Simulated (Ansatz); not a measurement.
# Cd: a tetragonal deformation path

One table from this session's results is given with a row withheld; the runs are named, their logs left out.

Method: DFT r2SCAN, scalar-relativistic, plane waves, PAW, in Ansatz 0.2.0.

## The starting structure

Symmetry: Im-3m, No. 229, cubic system. Conventional cell: a = 3.569 Å, b = 3.569 Å, c = 3.569 Å, α = 90.00°, β = 90.00°, γ = 90.00°. Around Cd (site symmetry m-3m) lie 8 Cd at 3.09 Å.

Structure file:

```
CELL_PARAMETERS angstrom
-1.78432 1.78432 1.78432
1.78432 -1.78432 1.78432
1.78432 1.78432 -1.78432
ATOMIC_POSITIONS crystal
Cd 0.00000 0.00000 0.00000
```

Source of the structure: the Materials Project (structure only).

The first run:

Input file input.yaml:

```yaml
crystal:
  lattice:
    - [-1.784322, 1.784322, 1.784322]
    - [1.784322, -1.784322, 1.784322]
    - [1.784322, 1.784322, -1.784322]
  atoms:
    - { symbol: Cd, position: [0.0, 0.0, 0.0] }
basis:
  ecutwfc: 500
kpoints:
  mp_grid: { grid: [8, 8, 8] }
hamiltonian:
  xc: r2scan
scf:
  occupations: { method: gaussian, width: 0.1 }
output:
  forces: true
  stress: true
  eigenvalues: true
```

Steps of the session up to this table: Probe: one point at the start; The undisturbed cell; ρ = 0.707; ρ = 1.414; Point ρ = 0.850; Point ρ = 1.200; ρ = 0.780; Point ρ = 1.300; ρ = 0.920.

One of the session's tables, all rows but one given; the rest of the session is left out.

```
    ρ  ΔE (meV/atom)  pressure (GPa)
0.707          -71.1             0.2
0.780          -68.6            -1.7
0.850              ?               ?
0.920           -9.1            -1.5
1.000            0.0            -1.3
1.200          -33.9            -1.8
1.300          -49.8            -2.0
1.414          -59.3            -2.2
```

Estimate the missing values for ρ = 0.850.

Worked estimate for «ΔE (meV/atom)». A straight line through the neighbours (0.780, -68.6) and (0.920, -9.1) gives -68.6 + (-9.1 + 68.6) × (0.850 − 0.780) / (0.920 − 0.780) = -38.9; a parabola fitted to 4 rows on both sides gives -39.0.

**Answer.** ΔE (meV/atom): -33.7; pressure (GPa): -1.8. In «ΔE (meV/atom)» the line misses by -5.2 and the parabola by -5.3.
